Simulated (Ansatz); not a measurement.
Crystal: YbH3.

```
Yb H
1.0
     0.00000    2.60497    2.60497
     2.60497    0.00000    2.60497
     2.60497    2.60497    0.00000
Yb H
1 3
Direct
  0.00000 0.00000 0.00000
  0.50000 0.50000 0.50000
  0.25000 0.25000 0.25000
  0.75000 0.75000 0.75000
```

The cell comes from a database or a generator and needn't be the stable form of this composition.

Base run:

```yaml
Program: Ansatz 0.2.0
Functional: PBE
Potentials_or_basis: Ansatz PAW
Cutoff: "420 eV (not typed: the program's choice for these potentials)"
k_mesh: 9 × 9 × 9
Occupations: fermi-dirac, width 0.05 eV
Spin: collinear spin, ferromagnetic start
Starting_moments: "[1.0, 0.0, 0.0, 0.0] μB"
Hubbard_terms: Yb f U = 8 eV
```

Its results: band gap on the k mesh none (metal or under the smearing width); pressure -0.9 GPa; net moment 0.00 μB per cell.

Problem. The run is repeated on the same cell with these changes: hubbard terms from Yb f U = 8 eV to Yb f U = 3 eV. What comes out?

Solution. Band gap on the k mesh none (metal or under the smearing width); pressure -3.9 GPa; net moment 0.35 μB per cell; site moments Yb +0.35; H -0.01, +0.00 μB.

Caveats: the magnetic or orbital state may not be the lowest; spin-orbit coupling is left out, which moves the levels of the heavy elements.
